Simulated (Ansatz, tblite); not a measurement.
**The cluster Sn2H4+: one state, many levels**

How do method and basis change the picture of the cluster Sn2H4+ (doublet)?

The runs use Ansatz 0.2.0, Gaussian basis; as each input shows.

Plan: GFN1-xTB, GFN2-xTB, PBE-D4/def2-TZVP, r2SCAN-D4/def2-TZVP, ωB97M-V/def2-TZVP, LC-ωPBE/def2-TZVP, LDA/def2-TZVP, r2SCAN0-D4/def2-TZVP, HF/def2-TZVP, PBE+5HF/def2-TZVP, PBE+10HF/def2-TZVP, PBE+15HF/def2-TZVP, PBE+35HF/def2-TZVP, PBE+50HF/def2-TZVP, PBE-D4/def2-SVP, PBE0-D4/def2-SVP, CCSD(T)/def2-TZVPP, MP2/def2-TZVP, RPA/def2-TZVP.

6 further runs of the same task are left out: 1 that didn't finish, 5 set aside as unsound or not needed. Runs told in other sessions of the task aren't counted.

### 1 The geometry

The geometry is that of the doublet, from an earlier relaxation (B3LYP-D4/def2-TZVP). At that level it is the lowest of the isomers that a small search found.

6 atoms, charge 1, spin multiplicity 2.

Bond lengths: Sn1–Sn2 2.726 Å, Sn1–H3 1.698 Å, Sn1–H6 1.698 Å, Sn2–H4 1.698 Å, Sn2–H5 1.698 Å. Angles: Sn2–Sn1–H3 118.9°, Sn2–Sn1–H6 118.6°, H3–Sn1–H6 117.8°, Sn1–Sn2–H4 118.6°, Sn1–Sn2–H5 118.9°, H4–Sn2–H5 117.8°.

Sn takes a core potential in the def2 sets. No spin-orbit coupling is included. The ion is computed in the gas phase, without counter-ions or solvent.

PBE0-D4/def2-TZVP was run before; its log isn't repeated, and its numbers join the tables.

### 2 GFN1-xTB

Tight binding, by tblite at 300 K electronic temperature and without a spin-polarisation term:

```python
tblite.interface.Calculator('GFN1-xTB', numbers, positions, charge=1, uhf=1).singlepoint()
```

Energy -179.9891 eV; 0.005 s.

### 3 GFN2-xTB

Tight binding, by tblite at 300 K electronic temperature and without a spin-polarisation term:

```python
tblite.interface.Calculator('GFN2-xTB', numbers, positions, charge=1, uhf=1).singlepoint()
```

Energy -156.2498 eV; 0.002 s.

### 4 PBE-D4/def2-TZVP

start.molden holds the orbitals of an earlier run on this state, given as this run's starting guess.

in.yaml reads:

```yaml
crystal:
  periodic: [false, false, false]
  atoms:
    - {symbol: Sn, position_ang: [1.346216, 0.065054, 0.206676]}
    - {symbol: Sn, position_ang: [-1.345391, -0.064869, -0.207278]}
    - {symbol: H, position_ang: [2.393489, -0.361242, -1.059931]}
    - {symbol: H, position_ang: [-2.386055, 0.377656, 1.059227]}
    - {symbol: H, position_ang: [-1.939178, 0.046325, -1.794483]}
    - {symbol: H, position_ang: [1.930919, -0.062934, 1.795779]}
basis:
  gaussian: {orbitals: def2-TZVP, initial_orbitals: start.molden}
total_charge: 1
magnetization: {spin_polarized: true, initial_magnetization: 1}
hamiltonian: {xc: pbe, dispersion: d4}
scf: {omitted_lower_state_checks: [starts]}
output: {orbitals: {seedname: orbitals}}
```

Command:

```sh
$ ansatz run in.yaml --threads 4 --pin off --events-out ev --progress --plain --max-ram 3916MiB
```

The runs that follow: r2SCAN-D4/def2-TZVP; ωB97M-V/def2-TZVP; LC-ωPBE/def2-TZVP; LDA/def2-TZVP; r2SCAN0-D4/def2-TZVP; HF/def2-TZVP; PBE+5HF/def2-TZVP; PBE+10HF/def2-TZVP; PBE+15HF/def2-TZVP; PBE+35HF/def2-TZVP; PBE+50HF/def2-TZVP; PBE-D4/def2-SVP; PBE0-D4/def2-SVP; CCSD(T)/def2-TZVPP; MP2/def2-TZVP; RPA/def2-TZVP.

Q: Predict the results of all the runs planned. Wanted: gap in def2-TZVP, named functionals and Hartree-Fock, smallest and largest; gap over the share of exact exchange; correlation energy, CCSD(T)/def2-TZVPP; correlation energy, MP2/def2-TZVP; ⟨S²⟩ in def2-TZVP, named functionals and Hartree-Fock, smallest and largest; PBE0 total energy, smallest basis above largest.

As calculated:

| quantity | value |
| --- | --- |
| gap in def2-TZVP, named functionals and Hartree-Fock, smallest and largest | 0.59 eV (LDA), 7.43 eV (HF) |
| gap over the share of exact exchange | 0.81 eV at 0, 4.03 eV at 0.5 |
| correlation energy, CCSD(T)/def2-TZVPP | -17.57 eV |
| correlation energy, MP2/def2-TZVP | -16.34 eV |
| ⟨S²⟩ in def2-TZVP, named functionals and Hartree-Fock, smallest and largest | 0.751, 0.774 |
| PBE0 total energy, smallest basis above largest | 0.45 eV (def2-SVP, def2-TZVP) |

In words: Over the named functionals and Hartree-Fock in def2-TZVP the gap runs from 0.59 eV (LDA) to 7.43 eV (HF); exact exchange widens it. Raising the share of exact exchange from 0 to 0.5 moves the HOMO by -1.54 eV and the LUMO by +1.68 eV. Over the named functionals and Hartree-Fock in def2-TZVP spin contamination reaches 0.02 (HF), which is small.
